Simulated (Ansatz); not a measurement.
**Ta: a line through an energy map**

Aim: follow the energy of Ta (Im-3m, No. 229; 1 atom in the cell) along one coordinate, volume per atom, with the other held at c/a of the conventional cell = 1.161.

Method: DFT PBEsol, scalar-relativistic, plane waves, PAW, in Ansatz 0.2.0.

27 further runs of the same task are left out: 1 that didn't finish, 26 set aside as unsound or not needed.

## Step 1: The system as given

Symmetry: Im-3m, No. 229, cubic system. The conventional cell has a = 3.280 Å, b = 3.280 Å, c = 3.280 Å, α = 90.00°, β = 90.00°, γ = 90.00°. Around Ta (site symmetry m-3m) lie 8 Ta at 2.84 Å.

Coordinates:

```cif
data_structure
_symmetry_space_group_name_H-M 'P 1'
_symmetry_Int_Tables_number 1
_cell_length_a 2.8410
_cell_length_b 2.8410
_cell_length_c 2.8410
_cell_angle_alpha 109.471
_cell_angle_beta 109.471
_cell_angle_gamma 109.471
_cell_volume 17.65
loop_
_atom_site_label
_atom_site_type_symbol
_atom_site_fract_x
_atom_site_fract_y
_atom_site_fract_z
_atom_site_occupancy
Ta1 Ta 0.00000 0.00000 0.00000 1
```

This cell was relaxed beforehand with the same method: volume 17.65 Å³/atom, gap on the mesh none (metal).

## Step 2: Plan of the line

The energy is mapped over volume and the cell's shape.

- volume per atom: 7 values from 15.53 to 19.77 Å³
- c/a of the conventional cell: 9 values from 0.861 to 1.566

Nothing else is relaxed (symmetry fixes all fractional coordinates). Energies count from the relaxed crystal. Points are written as (first, second).

## Step 3: The run at (15.53 Å³, 1.161)

Input file input.yaml:

```yaml
crystal:
  lattice:
    - [-1.4954185879, 1.4954185879, 1.7364800643]
    - [1.4954185879, -1.4954185879, 1.7364800643]
    - [1.4954185879, 1.4954185879, -1.7364800643]
  atoms:
    - { symbol: Ta, position: [0.0, 0.0, 0.0] }
basis:
  ecutwfc: 420
kpoints:
  mp_grid: { grid: [22, 22, 22] }
hamiltonian:
  xc: pbesol
  pseudopotentials: { kind: paw, azcp: { folder: soft_1 } }
scf:
  occupations: { method: gaussian, width: 0.15 }
output:
  forces: true
  stress: true
  eigenvalues: true
```

On the command line:

```bash
ansatz run input.yaml --threads 1 --pin off --max-ram 2048MiB --backend cpu --events-out ev --progress --plain --runs-dir out
```

Log (excerpt; [...] marks lines left out):

```text
Warning: <dir> the record states the generating functional pbe (its physics header spells it `PBE`), which answers neither for hamiltonian.xc's functional nor for the pbesol family's — results may be inconsistent (PPs are generated against a specific XC)
Warning: RAYON_NUM_THREADS=1 ignored (pool sized by the plan → 1); use --threads N
[...]
Pseudopotentials: kind: paw
Pseudopotential: Ta, paw, valence charge 13, recommended cutoff 420 eV (normal), <dir>
Functional definition: PBEsol
[...]
Crystal: 1 atoms, lattice volume = 15.533 Å³
Basis set: ecut = 420 eV, 305 PW (Γ), exchange–correlation on 40×40×40 points (8 copies of the dense FFT grid, shifted against one another)
Bands: 11, of which v1, the nominal top of the filled ones, is band 7 counted from 1 (6 counted from 0)
Symmetry: 16 space group operations
Space group: I4/mmm (ITA 139), of the structure as read, at distance tolerance 2.5e-5 Å
k-points: 834 of 10648
[...]
SCF iter   1: F=—  HF=-9807.185498 eV  |F-HF|=—  |Δ(HF+E_count)|=         —  Δρ=4.12e-2  dr2=2.36e-1  ethr=3.10e-3  ⟨swp⟩=5.0  Hψ=47451  notcnv=0
[...]
SCF iter   6: F=-9807.090493 eV  HF=-9807.090493 eV  |F-HF|=1.00e-10  |Δ(HF+E_count)|=   3.32e-9  Δρ=1.80e-6  dr2=1.96e-10  ethr=1.33e-10  ⟨swp⟩=1.7  Hψ=27704  notcnv=0
[...]
SCF converged after 6 iterations
Free energy (F): -9807.090493 eV
[...]
E sigma→0 (E₀):  -9807.083443 eV
Entropy (-TS):   -0.014100 eV (-14.100 meV/atom)
Fermi energy:    21.798312 eV
[...]
--- Forces (eV/Å), atoms counted from 1 ---
  atom   1  Ta     0.00000000    -0.00000000     0.00000000
[...]
--- Stress (GPa, compression-positive) ---
       44.077814       0.000000       0.000000
        0.000000      44.077814       0.000000
        0.000000       0.000000      21.102003
  P = ⅓ Tr σ = 36.4192 GPa (364.192 kbar)
--- Band table (eV; the first three rows and the last of 834) ---
  k-point 0: bands = ["-45.0563", "-10.7238", "-10.7155", "-10.7155", "13.2079", "21.9307", "21.9307", "23.9585", "24.5191", "27.2408", "35.3312"]
[...]
```

Run time: 6.8 s. Hardware: 1 thread of Arm Neoverse V2, shared host; peak memory 0.41 GiB.

On the map this point reads 323 meV/atom.

## Step 4: Point (16.24 Å³, 1.161)

Edit input.yaml of step 3 so:

```diff
@@ -2,5 +2,5 @@
   lattice:
-    - [-1.4954185879, 1.4954185879, 1.7364800643]
-    - [1.4954185879, -1.4954185879, 1.7364800643]
-    - [1.4954185879, 1.4954185879, -1.7364800643]
+    - [-1.5177401433, 1.5177401433, 1.7623998544]
+    - [1.5177401433, -1.5177401433, 1.7623998544]
+    - [1.5177401433, 1.5177401433, -1.7623998544]
   atoms:
```

On the command line:

```bash
ansatz run input.yaml --threads 1 --pin off --max-ram 2048MiB --backend cpu --events-out ev --progress --plain --runs-dir out
```

Log (excerpt; [...] marks lines left out):

```text
Warning: <dir> the record states the generating functional pbe (its physics header spells it `PBE`), which answers neither for hamiltonian.xc's functional nor for the pbesol family's — results may be inconsistent (PPs are generated against a specific XC)
Warning: RAYON_NUM_THREADS=1 ignored (pool sized by the plan → 1); use --threads N
[...]
[... 3 set-up lines as earlier in the session ...]
[...]
Crystal: 1 atoms, lattice volume = 16.239 Å³
Basis set: ecut = 420 eV, 305 PW (Γ), exchange–correlation on 40×40×40 points (8 copies of the dense FFT grid, shifted against one another)
Bands: 11, of which v1, the nominal top of the filled ones, is band 7 counted from 1 (6 counted from 0)
[... 2 set-up lines as earlier in the session ...]
k-points: 834 of 10648
[...]
SCF iter   1: F=—  HF=-9807.325579 eV  |F-HF|=—  |Δ(HF+E_count)|=         —  Δρ=4.18e-2  dr2=2.64e-1  ethr=3.10e-3  ⟨swp⟩=5.0  Hψ=47298  notcnv=0
[...]
SCF iter   6: F=-9807.220337 eV  HF=-9807.220337 eV  |F-HF|=1.78e-10  |Δ(HF+E_count)|=   5.78e-9  Δρ=2.28e-6  dr2=3.01e-10  ethr=1.85e-10  ⟨swp⟩=1.7  Hψ=27882  notcnv=0
[...]
SCF converged after 6 iterations
Free energy (F): -9807.220337 eV
[...]
E sigma→0 (E₀):  -9807.213184 eV
Entropy (-TS):   -0.014306 eV (-14.306 meV/atom)
Fermi energy:    20.734405 eV
[...]
--- Forces (eV/Å), atoms counted from 1 ---
  atom   1  Ta     0.00000000     0.00000000     0.00000000
[...]
--- Stress (GPa, compression-positive) ---
       29.529477       0.000000       0.000000
        0.000000      29.529477       0.000000
       -0.000000      -0.000000       9.703006
  P = ⅓ Tr σ = 22.9207 GPa (229.207 kbar)
--- Band table (eV; the first three rows and the last of 834) ---
  k-point 0: bands = ["-46.1885", "-11.9502", "-11.9406", "-11.9406", "12.3115", "20.9268", "20.9268", "22.8473", "23.4100", "25.9654", "34.1580"]
[...]
```

Run time: 6.7 s. Hardware: 1 thread of Arm Neoverse V2, shared host; peak memory 0.41 GiB.

On the map this point reads 194 meV/atom.

## Step 5: The run at (16.95 Å³, 1.161)

Edit input.yaml of step 4 so:

```diff
@@ -2,5 +2,5 @@
   lattice:
-    - [-1.5177401433, 1.5177401433, 1.7623998544]
-    - [1.5177401433, -1.5177401433, 1.7623998544]
-    - [1.5177401433, 1.5177401433, -1.7623998544]
+    - [-1.5394237585, 1.5394237585, 1.7875788683]
+    - [1.5394237585, -1.5394237585, 1.7875788683]
+    - [1.5394237585, 1.5394237585, -1.7875788683]
   atoms:
```

On the command line:

```bash
ansatz run input.yaml --threads 1 --pin off --max-ram 2048MiB --backend cpu --events-out ev --progress --plain --runs-dir out
```

Log (excerpt; [...] marks lines left out):

```text
[...]
SCF converged after 6 iterations
Free energy (F): -9807.295698 eV
[...]
E sigma→0 (E₀):  -9807.288732 eV
Entropy (-TS):   -0.013931 eV (-13.931 meV/atom)
Fermi energy:    19.763050 eV
[...]
--- Forces (eV/Å), atoms counted from 1 ---
  atom   1  Ta    -0.00000000     0.00000000     0.00000000
[...]
--- Stress (GPa, compression-positive) ---
       17.361062       0.000000       0.000000
        0.000000      17.361062       0.000000
        0.000000      -0.000000       0.127625
  P = ⅓ Tr σ = 11.6166 GPa (116.166 kbar)
--- Band table (eV; the first three rows and the last of 834) ---
  k-point 0: bands = ["-47.2461", "-13.0845", "-13.0737", "-13.0737", "11.4997", "19.9969", "19.9969", "21.8190", "22.3812", "24.7848", "33.0705"]
[...]
```

It took 7.3 s on 1 thread of Arm Neoverse V2, shared host; peak memory 0.42 GiB.

Energy on the map's scale: 118 meV/atom.

## Step 6: Point (17.65 Å³, 1.161)

Edit input.yaml of step 5 so:

```diff
@@ -2,5 +2,5 @@
   lattice:
-    - [-1.5394237585, 1.5394237585, 1.7875788683]
-    - [1.5394237585, -1.5394237585, 1.7875788683]
-    - [1.5394237585, 1.5394237585, -1.7875788683]
+    - [-1.5605177533, 1.5605177533, 1.8120732151]
+    - [1.5605177533, -1.5605177533, 1.8120732151]
+    - [1.5605177533, 1.5605177533, -1.8120732151]
   atoms:
```

On the command line:

```bash
ansatz run input.yaml --threads 1 --pin off --max-ram 2048MiB --backend cpu --events-out ev --progress --plain --runs-dir out
```

Log (excerpt; [...] marks lines left out):

```text
[...]
SCF converged after 6 iterations
Free energy (F): -9807.325466 eV
[...]
E sigma→0 (E₀):  -9807.318486 eV
Entropy (-TS):   -0.013959 eV (-13.959 meV/atom)
Fermi energy:    18.870364 eV
[...]
--- Forces (eV/Å), atoms counted from 1 ---
  atom   1  Ta     0.00000000     0.00000000     0.00000000
[...]
--- Stress (GPa, compression-positive) ---
        7.196448       0.000000      -0.000000
        0.000000       7.196448      -0.000000
        0.000000      -0.000000      -7.843032
  P = ⅓ Tr σ = 2.1833 GPa (21.833 kbar)
--- Band table (eV; the first three rows and the last of 834) ---
  k-point 0: bands = ["-48.2360", "-14.1370", "-14.1252", "-14.1252", "10.7610", "19.1327", "19.1327", "20.8641", "21.4238", "23.6886", "32.0587"]
[...]
```

Run time: 6.8 s. Hardware: 1 thread of Arm Neoverse V2, shared host; peak memory 0.42 GiB.

On the map this point reads 88 meV/atom.

## Step 7: Grid point (18.36 Å³, 1.161)

Edit input.yaml of step 6 so:

```diff
@@ -2,5 +2,5 @@
   lattice:
-    - [-1.5605177533, 1.5605177533, 1.8120732151]
-    - [1.5605177533, -1.5605177533, 1.8120732151]
-    - [1.5605177533, 1.5605177533, -1.8120732151]
+    - [-1.5810474224, 1.5810474224, 1.8359122669]
+    - [1.5810474224, -1.5810474224, 1.8359122669]
+    - [1.5810474224, 1.5810474224, -1.8359122669]
   atoms:
```

On the command line:

```bash
ansatz run input.yaml --threads 1 --pin off --max-ram 2048MiB --backend cpu --events-out ev --progress --plain --runs-dir out
```

Log (excerpt; [...] marks lines left out):

```text
Warning: <dir> the record states the generating functional pbe (its physics header spells it `PBE`), which answers neither for hamiltonian.xc's functional nor for the pbesol family's — results may be inconsistent (PPs are generated against a specific XC)
Warning: RAYON_NUM_THREADS=1 ignored (pool sized by the plan → 1); use --threads N
[...]
[... 3 set-up lines as earlier in the session ...]
[...]
Crystal: 1 atoms, lattice volume = 18.357 Å³
Basis set: ecut = 420 eV, 355 PW (Γ), exchange–correlation on 40×40×40 points (8 copies of the dense FFT grid, shifted against one another)
Bands: 11, of which v1, the nominal top of the filled ones, is band 7 counted from 1 (6 counted from 0)
[... 1 set-up line as earlier in the session ...]
Space group: I4/mmm (ITA 139), of the structure as read, at distance tolerance 2.6e-5 Å
k-points: 834 of 10648
[...]
SCF iter   1: F=—  HF=-9807.456987 eV  |F-HF|=—  |Δ(HF+E_count)|=         —  Δρ=4.33e-2  dr2=3.56e-1  ethr=3.10e-3  ⟨swp⟩=5.0  Hψ=47343  notcnv=0
[...]
SCF iter   6: F=-9807.317339 eV  HF=-9807.317339 eV  |F-HF|=9.28e-11  |Δ(HF+E_count)|=   1.17e-8  Δρ=1.56e-6  dr2=1.83e-10  ethr=2.89e-10  ⟨swp⟩=2.0  Hψ=27319  notcnv=0
[...]
SCF converged after 6 iterations
Free energy (F): -9807.317339 eV
[...]
E sigma→0 (E₀):  -9807.310100 eV
Entropy (-TS):   -0.014479 eV (-14.479 meV/atom)
Fermi energy:    18.044872 eV
[...]
--- Forces (eV/Å), atoms counted from 1 ---
  atom   1  Ta    -0.00000000     0.00000000     0.00000000
[...]
--- Stress (GPa, compression-positive) ---
       -1.245965       0.000000       0.000000
        0.000000      -1.245965       0.000000
        0.000000       0.000000     -14.381876
  P = ⅓ Tr σ = -5.6246 GPa (-56.246 kbar)
--- Band table (eV; the first three rows and the last of 834) ---
  k-point 0: bands = ["-49.1642", "-15.1164", "-15.1039", "-15.1039", "10.0863", "18.3273", "18.3273", "19.9750", "20.5304", "22.6681", "31.1150"]
[...]
```

Wall time 8.2 s (1 thread of Arm Neoverse V2, shared host); peak memory 0.42 GiB.

Energy on the map's scale: 97 meV/atom.

## Step 8: Changed: hubbard.sites [{species: Ta, l: d, u_eff: 8.0}], hubbard.double_counting fll, ecutwfc left out

Edit input.yaml of step 7 so:

```diff
@@ -7,4 +7,2 @@
     - { symbol: Ta, position: [0.0, 0.0, 0.0] }
-basis:
-  ecutwfc: 420
 kpoints:
@@ -14,2 +12,3 @@
   pseudopotentials: { kind: paw, azcp: { folder: soft_1 } }
+  hubbard: { sites: [{ species: Ta, l: d, u_eff: 8.0 }], double_counting: fll }
 scf:
@@ -18,3 +17,3 @@
   forces: true
+  eigenvalues: true
   stress: true
-  eigenvalues: true
```

On the command line:

```bash
ansatz run input.yaml --threads 1 --pin off --max-ram 2048MiB --backend cpu --events-out ev --progress --plain --runs-dir out
```

Log (excerpt; [...] marks lines left out):

```text
Warning: <dir> the record states the generating functional pbe (its physics header spells it `PBE`), which answers neither for hamiltonian.xc's functional nor for the pbesol family's — results may be inconsistent (PPs are generated against a specific XC)
Warning: RAYON_NUM_THREADS=1 ignored (pool sized by the plan → 1); use --threads N
Ta: projections on atomic orbitals take those of the free atom [Kr 4d10 4f14] 5s2 5p6 5d3 6s2, of charge +0.00 (hamiltonian.pseudopotentials.projection_atoms); the dataset's partial waves leave at most 5.8e-5 of an orbital's norm unspanned inside its sphere
[...]
[... 3 set-up lines as earlier in the session ...]
[...]
Crystal: 1 atoms, lattice volume = 18.357 Å³
Basis set: ecut = 420 eV, 355 PW (Γ), exchange–correlation on 40×40×40 points (8 copies of the dense FFT grid, shifted against one another)
Bands: 11, of which v1, the nominal top of the filled ones, is band 7 counted from 1 (6 counted from 0)
[... 2 set-up lines as earlier in the session ...]
k-points: 834 of 10648
[...]
SCF iter   1: F=—  HF=-9797.503068 eV  |F-HF|=—  |Δ(HF+E_count)|=         —  Δρ=5.51e-2  dr2=5.87e-1  ethr=3.10e-3  ⟨swp⟩=5.0  Hψ=47422  notcnv=0
[...]
SCF iter   9: F=-9797.828827 eV  HF=-9797.828826 eV  |F-HF|=5.34e-8  |Δ(HF+E_count)|=   5.94e-8  Δρ=1.60e-5  dr2=3.06e-8  ethr=7.69e-10  ⟨swp⟩=6.0  Hψ=43947  notcnv=0
[...]
SCF converged after 9 iterations
Free energy (F): -9797.828827 eV
[...]
E sigma→0 (E₀):  -9797.820203 eV
Entropy (-TS):   -0.017246 eV (-17.246 meV/atom)
Fermi energy:    18.452033 eV
[...]
--- Forces (eV/Å), atoms counted from 1 ---
  atom   1  Ta    -0.00000000     0.00000000    -0.00000000
[...]
--- Stress (GPa, compression-positive) ---
       10.723898      -0.000000       0.000000
       -0.000000      10.723898       0.000000
        0.000000       0.000000      -0.423747
  P = ⅓ Tr σ = 7.0080 GPa (70.080 kbar)
--- Band table (eV; the first three rows and the last of 834) ---
  k-point 0: bands = ["-49.0420", "-15.0517", "-15.0517", "-14.8829", "10.0898", "18.0136", "18.0136", "20.7964", "22.1851", "24.9053", "31.1387"]
[...]
Occupation matrices written to <dir>
```

It took 16 s on 1 thread of Arm Neoverse V2, shared host; peak memory 0.46 GiB.

| run | ending | energy change | pressure (GPa) | gap (eV) | force (eV/Å) | cycles | time |
| --- | --- | --- | --- | --- | --- | --- | --- |
| step 7 | converged | 0 | -5.6 | 0.00 | 0.00 | 6 | 8.2 s |
| variant | converged | +9.49 eV/atom (U changed: no physical gain or loss) | 7.0 | 0.00 | 0.00 | 9 | 16 s |

Changing the Hubbard U moves the energy by +9.49 eV/atom, and the pressure goes from -5.6 to 7.0 GPa. The U term adds an energy of its own, so the shift says nothing about which run is better. Cost: 9 SCF cycles against 6, 16 s against 8.2 s.

## Step 9: Grid point (19.06 Å³, 1.161)

Edit input.yaml of step 7 so:

```diff
@@ -2,5 +2,5 @@
   lattice:
-    - [-1.5810474224, 1.5810474224, 1.8359122669]
-    - [1.5810474224, -1.5810474224, 1.8359122669]
-    - [1.5810474224, 1.5810474224, -1.8359122669]
+    - [-1.6010617289, 1.6010617289, 1.8591528796]
+    - [1.6010617289, -1.6010617289, 1.8591528796]
+    - [1.6010617289, 1.6010617289, -1.8591528796]
   atoms:
```

On the command line:

```bash
ansatz run input.yaml --threads 1 --pin off --max-ram 2048MiB --backend cpu --events-out ev --progress --plain --runs-dir out
```

Log (excerpt; [...] marks lines left out):

```text
[...]
SCF converged after 6 iterations
Free energy (F): -9807.277893 eV
[...]
E sigma→0 (E₀):  -9807.270251 eV
Entropy (-TS):   -0.015284 eV (-15.284 meV/atom)
Fermi energy:    17.277555 eV
[...]
--- Forces (eV/Å), atoms counted from 1 ---
  atom   1  Ta    -0.00000000     0.00000000     0.00000000
[...]
--- Stress (GPa, compression-positive) ---
       -8.246035       0.000000       0.000000
        0.000000      -8.246035       0.000000
        0.000000       0.000000     -19.726971
  P = ⅓ Tr σ = -12.0730 GPa (-120.730 kbar)
--- Band table (eV; the first three rows and the last of 834) ---
  k-point 0: bands = ["-50.0371", "-16.0312", "-16.0183", "-16.0183", "9.4670", "17.5741", "17.5741", "19.1440", "19.6941", "21.7149", "30.2323"]
[...]
```

It took 8 s on 1 thread of Arm Neoverse V2, shared host; peak memory 0.43 GiB.

That is 136 meV/atom from the zero.

## Step 10: Grid point (19.77 Å³, 1.161)

Edit input.yaml of step 9 so:

```diff
@@ -2,5 +2,5 @@
   lattice:
-    - [-1.6010617289, 1.6010617289, 1.8591528796]
-    - [1.6010617289, -1.6010617289, 1.8591528796]
-    - [1.6010617289, 1.6010617289, -1.8591528796]
+    - [-1.6205877844, 1.6205877844, 1.8818265352]
+    - [1.6205877844, -1.6205877844, 1.8818265352]
+    - [1.6205877844, 1.6205877844, -1.8818265352]
   atoms:
```

On the command line:

```bash
ansatz run input.yaml --threads 1 --pin off --max-ram 2048MiB --backend cpu --events-out ev --progress --plain --runs-dir out
```

Log (excerpt; [...] marks lines left out):

```text
[...]
SCF converged after 6 iterations
Free energy (F): -9807.212593 eV
[...]
E sigma→0 (E₀):  -9807.204494 eV
Entropy (-TS):   -0.016198 eV (-16.198 meV/atom)
Fermi energy:    16.562263 eV
[...]
--- Forces (eV/Å), atoms counted from 1 ---
  atom   1  Ta     0.00000000     0.00000000    -0.00000000
[...]
--- Stress (GPa, compression-positive) ---
      -14.045681       0.000000      -0.000000
        0.000000     -14.045681       0.000000
        0.000000       0.000000     -24.091960
  P = ⅓ Tr σ = -17.3944 GPa (-173.944 kbar)
--- Band table (eV; the first three rows and the last of 834) ---
  k-point 0: bands = ["-50.8589", "-16.8875", "-16.8745", "-16.8745", "8.8969", "16.8681", "16.8681", "18.3658", "18.9096", "20.8226", "29.4044"]
[...]
```

It took 8.9 s on 1 thread of Arm Neoverse V2, shared host; peak memory 0.44 GiB.

That is 201 meV/atom from the zero.

## Step 11: Results

```
volume per atom (Å³)  step  energy (meV/atom)  slope (meV/atom per Å³)  pressure (GPa)
               15.53     3                323                     −227            36.4
               16.24     4                194                     −143            22.9
               16.95     5                118                      −73            11.6
               17.65     6                 88                      −14             2.2
               18.36     7                 97                       35            −5.6
               19.06     9                136                       75           −12.1
               19.77    10                201                      109           −17.4
```

Energies count from the relaxed crystal. Slopes come from the forces (and the stress, where the cell changes), not from differences of energies.

| run | outcome |
| --- | --- |
| step 8, run with hubbard.sites [{species: Ta, l: d, u_eff: 8.0}], hubbard.double_counting fll, ecutwfc left out (against step 7) | +9.49 eV/atom; the pressure goes from -5.6 to 7.0 GPa |

Along the line the energy is lowest at 17.65 Å³, 88 meV/atom from the zero. Energies and slopes round the minimum, fitted together, put the minimum at 17.835 Å³, with a curvature of about 72 meV/atom per (Å³)². V·d²E/dV² there is about 210 GPa, a bulk modulus under this line's constraint. The highest point computed, at 15.53 Å³, lies 235 meV/atom above the lowest. This is one cut through a surface in two coordinates; the map's lowest point lies off it. Spin-orbit coupling is left out for Ta.
